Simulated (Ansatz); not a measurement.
# One shape, several levels: TiNH2Cl3 (SMILES [NH2][Ti]([Cl])([Cl])[Cl])

Aim: a comparison of 4 runs (HF/3-21G, B3LYP/6-31G*, CAM-B3LYP-D4/6-31G**, MRCISD+Q(2,2)/ANO-RCC-MB) of TiNH2Cl3. 

The results are computed with Ansatz 0.2.0.

1 further run of the same task is left out (set aside as unsound or not needed).

## 1. The system as given

The species is TiNH2Cl3 (7 atoms), meant as a singlet with charge 0. SMILES: `[NH2][Ti]([Cl])([Cl])[Cl]`. Geometry: relaxed at PBE0-D4/def2-TZVP.

Bond lengths: N1–Ti2 1.838 Å, Ti2–Cl3 2.181 Å, Ti2–Cl4 2.192 Å, Ti2–Cl5 2.181 Å, N1–H6 1.012 Å, N1–H7 1.012 Å. Angles: N1–Ti2–Cl3 107.1°, N1–Ti2–Cl4 109.3°, N1–Ti2–Cl5 107.2°, Cl3–Ti2–Cl4 109.6°, Cl3–Ti2–Cl5 114.1°, Cl4–Ti2–Cl5 109.4°, Ti2–N1–H6 124.2°, Ti2–N1–H7 124.2°, H6–N1–H7 111.5°.

## 2. Energy and gradient at HF/3-21G (run 1)

job.yaml

```yaml
crystal:
  periodic: [false, false, false]
  atoms:
    - {symbol: N, position_ang: [-0.676400, 0.479600, 0.813100]}
    - {symbol: Ti, position_ang: [0.416000, -0.273300, -0.459100]}
    - {symbol: Cl, position_ang: [1.922500, -1.442100, 0.599700]}
    - {symbol: Cl, position_ang: [-0.771400, -1.594700, -1.742800]}
    - {symbol: Cl, position_ang: [1.232300, 1.358700, -1.654500]}
    - {symbol: H, position_ang: [-1.200200, 1.334700, 0.679200]}
    - {symbol: H, position_ang: [-0.861700, 0.068900, 1.718900]}
basis:
  gaussian:
    orbitals: 3-21G-spherical.json
hamiltonian:
  xc: hf
accuracy: high
output: {forces: true, orbitals: {seedname: orbitals}}
```

The basis set 3-21G is read from a file made from the Basis Set Exchange's data (not shown).

On the command line:

```console
$ ansatz run job.yaml --threads 1 --pin off --max-ram 2610MiB --events-out events.jsonl --progress --plain --runs-dir runs
```

Standard output:

```text
Warning: RAYON_NUM_THREADS=1 ignored (pool sized by the plan → 1); use --threads N
Functional definition: HF
  name "HF"
  exchange = exact_x
  correlation = 0
1777 factors; integrals over basis functions are off by at most 5.1e-9 eV
mean field evaluation 1: about -61806.1605 eV, gradient 5.0e1 eV
mean field evaluation 2: about -61806.3499 eV, gradient 5.0e1 eV
mean field evaluation 4: about -61815.4779 eV, gradient 1.0e1 eV
mean field evaluation 8: about -61815.7385 eV, gradient 9.1e-1 eV
mean field evaluation 16: about -61815.7438 eV, gradient 2.7e-6 eV
mean field -61815.74376475 eV, -2271.6866831386 hartree, gradient 5.7e-8 eV, S^2 0.000000; 0 other end points of the search recorded, 0 dependent functions left out
the calculation of the forces begins
reference -61815.74376475 eV, -2271.6866831386 hartree; 41, 41 occupied and 38, 38 virtual orbitals, 1777 factors
Total energy: -61815.74376475 eV, -2271.6866831386 hartree
Atom 0 at    -0.676400     0.479600     0.813100 Å, force     0.643133    -0.491027    -0.801737 eV/Å
Atom 1 at     0.416000    -0.273300    -0.459100 Å, force    -1.252009     0.824087     1.402586 eV/Å
Atom 2 at     1.922500    -1.442100     0.599700 Å, force     0.555047    -0.367807     0.364144 eV/Å
Atom 3 at    -0.771400    -1.594700    -1.742800 Å, force    -0.430181    -0.476706    -0.458410 eV/Å
Atom 4 at     1.232300     1.358700    -1.654500 Å, force     0.326967     0.566680    -0.386259 eV/Å
Atom 5 at    -1.200200     1.334700     0.679200 Å, force     0.083697    -0.046462    -0.044648 eV/Å
Atom 6 at    -0.861700     0.068900     1.718900 Å, force     0.073347    -0.008766    -0.075677 eV/Å
Dipole moment:    -0.548917     0.406836     0.677848 e Å
```

It took 4.8 s on 1 thread of Arm Neoverse V2, shared host; peak memory 0.32 GiB.

## 3. Energy and forces at B3LYP/6-31G(d) (Cartesian functions) (run 2)

input.yaml

```yaml
basis:
  gaussian: {orbitals: "6-31G*"}
crystal:
  periodic: [false, false, false]
  atoms:
    - {symbol: N, position_ang: [-0.676400, 0.479600, 0.813100]}
    - {symbol: Ti, position_ang: [0.416000, -0.273300, -0.459100]}
    - {symbol: Cl, position_ang: [1.922500, -1.442100, 0.599700]}
    - {symbol: Cl, position_ang: [-0.771400, -1.594700, -1.742800]}
    - {symbol: Cl, position_ang: [1.232300, 1.358700, -1.654500]}
    - {symbol: H, position_ang: [-1.200200, 1.334700, 0.679200]}
    - {symbol: H, position_ang: [-0.861700, 0.068900, 1.718900]}
total_charge: 0
hamiltonian: {xc: {name: B3LYP}}
accuracy: high
output: {forces: true, orbitals: {seedname: orbitals}}
```

On the command line:

```console
$ ansatz run input.yaml --threads 1 --pin off --max-ram 2610MiB --events-out events.jsonl --progress --plain --runs-dir runs
```

Standard output, cut to the lines that bear on the results:

```text
Warning: RAYON_NUM_THREADS=1 ignored (pool sized by the plan → 1); use --threads N
Functional definition: B3LYP
  name "B3LYP"
[...]
2403 factors; integrals over basis functions are off by at most 8.1e-9 eV
[...]
mean field -62210.86413939 eV, -2286.2070890843 hartree, gradient 5.6e-8 eV, S^2 0.000000; 0 other end points of the search recorded, 0 dependent functions left out
[...]
reference -62210.86418525 eV, -2286.2070907697 hartree; 41, 41 occupied and 71, 71 virtual orbitals, 2403 factors
Total energy: -62210.86418525 eV, -2286.2070907697 hartree
Atom 0 at    -0.676400     0.479600     0.813100 Å, force     0.150878    -0.085748    -0.151226 eV/Å
Atom 1 at     0.416000    -0.273300    -0.459100 Å, force    -0.091792     0.099236     0.152900 eV/Å
Atom 2 at     1.922500    -1.442100     0.599700 Å, force     0.219189    -0.161393     0.150912 eV/Å
Atom 3 at    -0.771400    -1.594700    -1.742800 Å, force    -0.193458    -0.212618    -0.205252 eV/Å
Atom 4 at     1.232300     1.358700    -1.654500 Å, force     0.122466     0.233945    -0.166879 eV/Å
Atom 5 at    -1.200200     1.334700     0.679200 Å, force    -0.151660     0.242925    -0.037393 eV/Å
Atom 6 at    -0.861700     0.068900     1.718900 Å, force    -0.055624    -0.116347     0.256938 eV/Å
Dipole moment:    -0.386889     0.314068     0.513407 e Å
```

Run time: 32 s. Hardware: 1 thread of Arm Neoverse V2, shared host; peak memory 0.52 GiB.

## 4. Energy and gradient at CAM-B3LYP-D4/6-31G(d,p) (density fitting with def2-universal-jkfit, Cartesian functions) (run 3)

molecule.yaml

```yaml
basis:
  gaussian:
    orbitals: 6-31G_st__st_.json
    fitting: {mean_field: def2-universal-jkfit}
    final_grid: {core_spheres: 5, valence_spheres: 4, degree: 11}
crystal:
  periodic: [false, false, false]
  atoms:
    - {symbol: "N", position_ang: [-0.676400, 0.479600, 0.813100]}
    - {symbol: Ti, position_ang: [0.416000, -0.273300, -0.459100]}
    - {symbol: Cl, position_ang: [1.922500, -1.442100, 0.599700]}
    - {symbol: Cl, position_ang: [-0.771400, -1.594700, -1.742800]}
    - {symbol: Cl, position_ang: [1.232300, 1.358700, -1.654500]}
    - {symbol: H, position_ang: [-1.200200, 1.334700, 0.679200]}
    - {symbol: H, position_ang: [-0.861700, 0.068900, 1.718900]}
scf: {omitted_lower_state_checks: [cluster_reference, increment]}
hamiltonian: {xc: {name: CAM-B3LYP}, dispersion: d4}
output: {forces: true}
accuracy: high
```

The basis set 6-31G** is read from a file made from the Basis Set Exchange's data (not shown).

On the command line:

```console
$ ansatz run molecule.yaml --threads 1 --pin off --max-ram 2610MiB --events-out events.jsonl --progress --plain --runs-dir runs
```

Standard output, cut to the lines that bear on the results:

```text
Warning: RAYON_NUM_THREADS=1 ignored (pool sized by the plan → 1); use --threads N
Functional definition: CAM-B3LYP
  name "CAM-B3LYP"
[...]
761 factors; integrals over basis functions are off by at most 1.6e-1 eV
761 factors; integrals over basis functions are off by at most 6.3e-6 eV
[...]
mean field -62210.36063923 eV, -2286.1885857948 hartree, gradient 7.7e-8 eV, S^2 0.000000; 0 other end points of the search recorded, 0 dependent functions left out
[...]
reference -62210.36066305 eV, -2286.1885866700 hartree; 41, 41 occupied and 77, 77 virtual orbitals, 761 factors
Total energy: -62210.58924135 eV, -2286.1969867676 hartree
Atom 0 at    -0.676400     0.479600     0.813100 Å, force     0.387805    -0.273060    -0.458656 eV/Å
Atom 1 at     0.416000    -0.273300    -0.459100 Å, force    -0.278453     0.262777     0.443284 eV/Å
Atom 2 at     1.922500    -1.442100     0.599700 Å, force    -0.057346     0.038316    -0.077371 eV/Å
Atom 3 at    -0.771400    -1.594700    -1.742800 Å, force     0.038844     0.036463     0.023464 eV/Å
Atom 4 at     1.232300     1.358700    -1.654500 Å, force    -0.025090    -0.089502     0.020572 eV/Å
Atom 5 at    -1.200200     1.334700     0.679200 Å, force    -0.058775     0.111900    -0.057560 eV/Å
Atom 6 at    -0.861700     0.068900     1.718900 Å, force    -0.006985    -0.086895     0.106267 eV/Å
Dipole moment:    -0.396577     0.322106     0.526291 e Å
Checks for a lower state left out: cluster_reference, increment
```

Wall time 7.8 s (1 thread of Arm Neoverse V2, shared host); peak memory 0.36 GiB.

## 5. The energy at MRCISD+Q(2,2)/ANO-RCC-MB (sfX2C, density fitting with def2-universal-jkfit, def2-TZVP-rifit for correlation) (run 4)

input.yaml

```yaml
basis:
  gaussian:
    orbitals: ANO-RCC-MB.json
    fitting:
      mean_field: def2-universal-jkfit
      correlation: def2-TZVP-rifit.json
crystal:
  periodic: [false, false, false]
  atoms:
    - symbol: "N"
      position_ang: [-0.676400, 0.479600, 0.813100]
    - symbol: Ti
      position_ang: [0.416000, -0.273300, -0.459100]
    - symbol: Cl
      position_ang: [1.922500, -1.442100, 0.599700]
    - symbol: Cl
      position_ang: [-0.771400, -1.594700, -1.742800]
    - symbol: Cl
      position_ang: [1.232300, 1.358700, -1.654500]
    - symbol: H
      position_ang: [-1.200200, 1.334700, 0.679200]
    - symbol: H
      position_ang: [-0.861700, 0.068900, 1.718900]
correlation:
  method: fic_mrcisd_q
  active_space:
    window: {electrons: 2, orbitals: 2}
```

The basis set ANO-RCC-MB is read from a file made from the Basis Set Exchange's data (not shown).

On the command line:

```console
$ ansatz run input.yaml --threads 1 --pin off --max-ram 2610MiB --events-out events.jsonl --progress --plain --runs-dir runs
```

Standard output, cut to the lines that bear on the results:

```text
Warning: RAYON_NUM_THREADS=1 ignored (pool sized by the plan → 1); use --threads N
[... 2 set-up lines as earlier in the session ...]
[...]
1388 factors; integrals over basis functions are off by at most 2.2e-3 eV
[...]
mean field -62347.80574265 eV, -2291.2396001816 hartree, gradient 2.3e-6 eV, S^2 0.000000; 0 other end points of the search recorded, 0 dependent functions left out
reference -62347.80574265 eV, -2291.2396001816 hartree; 41, 41 occupied and 11, 11 virtual orbitals, 1388 factors
state -62348.59581515 eV, -2291.2686348108 hartree
contracted CI cycle   1: correlation 0.00000000 eV, 0.0000000000 hartree, residual 2.12e1 eV
contracted CI cycle   2: correlation -5.86312301 eV, -0.2154657965 hartree, residual 5.06e0 eV
contracted CI cycle   3: correlation -6.34368731 eV, -0.2331262086 hartree, residual 1.43e0 eV
contracted CI cycle   4: correlation -6.38117912 eV, -0.2345040073 hartree, residual 3.83e-1 eV
contracted CI cycle   5: correlation -6.38387158 eV, -0.2346029533 hartree, residual 1.00e-1 eV
contracted CI cycle   6: correlation -6.38411597 eV, -0.2346119345 hartree, residual 3.70e-2 eV
contracted CI cycle   7: correlation -6.38414626 eV, -0.2346130477 hartree, residual 1.20e-2 eV
contracted CI cycle   8: correlation -6.38414923 eV, -0.2346131568 hartree, residual 3.78e-3 eV
contracted CI cycle   9: correlation -6.38414954 eV, -0.2346131682 hartree, residual 1.22e-3 eV
state -62348.59581515 eV, -2291.2686348108 hartree; corrected -62355.76935630 eV, -2291.5322575856 hartree
Total energy: -62355.76935630 eV, -2291.5322575856 hartree
Relativity: scalar
```

Wall time 12 s (1 thread of Arm Neoverse V2, shared host); peak memory 0.34 GiB.

## 6. Overview of the runs

```
run                                                                                                         level  Cartesian functions  integration grid   energy (Eh)  dipole moment (D)  largest force (eV/Å)  wall time
  1                                                                                                      HF/3-21G                   no                 –  -2271.686683               4.62                 2.053      4.8 s
  2                                                                            B3LYP/6-31G* (Cartesian functions)                  yes                 –  -2286.207091               3.44                 0.353       32 s
  3                         CAM-B3LYP-D4/6-31G** (density fitting with def2-universal-jkfit, Cartesian functions)                  yes            5,4,11  -2286.196987               3.52                 0.660      7.8 s
  4  MRCISD+Q(2,2)/ANO-RCC-MB (sfX2C, density fitting with def2-universal-jkfit, def2-TZVP-rifit for correlation)                   no                 –  -2291.532258                  –                     –       12 s
```

## 7. Results

```
           quantity           value
run 4: total energy  -2291.53226 Eh
```

What this shows: Over runs 1, 2, 3 the dipole moment (its size) runs from 3.44 D (B3LYP/6-31G*) to 4.62 D (HF/3-21G). The two ends differ in method and basis. Totals of different functionals can't be ranked against each other. Some runs of one species differ in core potentials or relativity; totals across that change don't compare. In run 4 the basis is minimal, so the values are rough. All runs together took 57 s, the longest 32 s.
